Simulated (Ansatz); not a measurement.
**PbSe (Fm-3m): how far a G0W0 gap depends on its settings**

Aim: test how the G0W0 gap of PbSe built on the rocksalt prototype moves with the number of bands, the screening cutoff and the other choices.

Program: Ansatz 0.2.0. G0W0, plane waves. (Simulation; spin polarisation is off.)

3 further runs of the same task are left out: 3 that didn't finish.

## (1) The system as given

The cell was relaxed beforehand with r2SCAN.

It is cubic, Fm-3m (No. 225); a = 6.177 Å in the conventional setting, 29.47 Å³ an atom. Near Pb stand 6 Se at 3.09 Å; near Se stand 6 Pb at 3.09 Å.

Coordinates:

```xyz
2
Lattice="0.0000 3.0887 3.0887 3.0887 0.0000 3.0887 3.0887 3.0887 0.0000" Properties=species:S:1:pos:R:3 pbc="T T T"
Pb    0.0000    0.0000    0.0000
Se    3.0887    3.0887    3.0887
```

## (2) From PBE, 30 empty bands, 10 eV

Contents of input.yaml:

```yaml
crystal:
  lattice:
    - [0.0, 3.0887022205, 3.0887022205]
    - [3.0887022205, 0.0, 3.0887022205]
    - [3.0887022205, 3.0887022205, 0.0]
  atoms:
    - { symbol: Pb, position: [0.0, 0.0, 0.0] }
    - { symbol: Se, position: [0.5, 0.5, 0.5] }
kpoints:
  mp_grid: { grid: [4, 4, 4] }
hamiltonian:
  xc: pbe
scf:
  occupations: { method: fixed }
gw:
  n_empty_bands: 30
  ecut_chi: 10
  qp_bands: [v1, c1]
  qp_kpoints: band_edges
  screening: { model: contour_deformation }
```

The run is started by

```sh
$ ansatz run input.yaml --threads 4 --pin off --max-ram 3686MiB --backend cpu --events-out ev --progress --plain --runs-dir out
```

## (3) From LDA, 60 empty bands, 80 eV

Changes to input.yaml since step 2:

```diff
@@ -11,3 +11,3 @@
 hamiltonian:
-  xc: pbe
+  xc: lda
 scf:
@@ -15,6 +15,6 @@
 gw:
-  n_empty_bands: 30
-  ecut_chi: 10
+  n_empty_bands: 60
+  ecut_chi: 80
   qp_bands: [v1, c1]
   qp_kpoints: band_edges
-  screening: { model: contour_deformation }
+  screening: { model: godby_needs }
```

## (4) From PBE, 60 empty bands, 80 eV, plasmon_pole_fit_frequency 5

Changes to input.yaml since step 3:

```diff
@@ -11,3 +11,3 @@
 hamiltonian:
-  xc: lda
+  xc: pbe
 scf:
@@ -20 +20,2 @@
   screening: { model: godby_needs }
+  plasmon_pole_fit_frequency: 5
```

## (5) From PBE, 120 empty bands, 150 eV

Changes to input.yaml since step 4:

```diff
@@ -15,7 +15,6 @@
 gw:
-  n_empty_bands: 60
-  ecut_chi: 80
+  n_empty_bands: 120
+  ecut_chi: 150
   qp_bands: [v1, c1]
   qp_kpoints: band_edges
-  screening: { model: godby_needs }
-  plasmon_pole_fit_frequency: 5
+  screening: { model: contour_deformation }
```

**Question.** What will these runs give? Wanted: for each run, start; potentials; frequencies; empty bands; cutoff; Kohn-Sham gap; G0W0 gap.

**Answer**, as computed:

```
start  potentials   frequencies  empty bands  cutoff (eV)   mesh  Kohn-Sham gap (eV)  G0W0 gap (eV)
  LDA         PAW          pole           60           80  4×4×4                0.27           0.33
  PBE         PAW  pole at 5 eV           60           80  4×4×4                0.37           0.37
  PBE         PAW          full          120          150  4×4×4                0.37           0.54
```

Gaps are those on each run's own mesh. Runs that failed or were set aside have no row.

**Reading.** Over the runs in the table the G0W0 gap on the mesh spans 0.33 to 0.54 eV, and the shift from the starting levels -0.00 to +0.17 eV; where more than one setting differs between two runs, no single one explains their difference. The G0W0 figures hold for the stated bands, cutoff and mesh and aren't extrapolated. Spin-orbit coupling is left out.
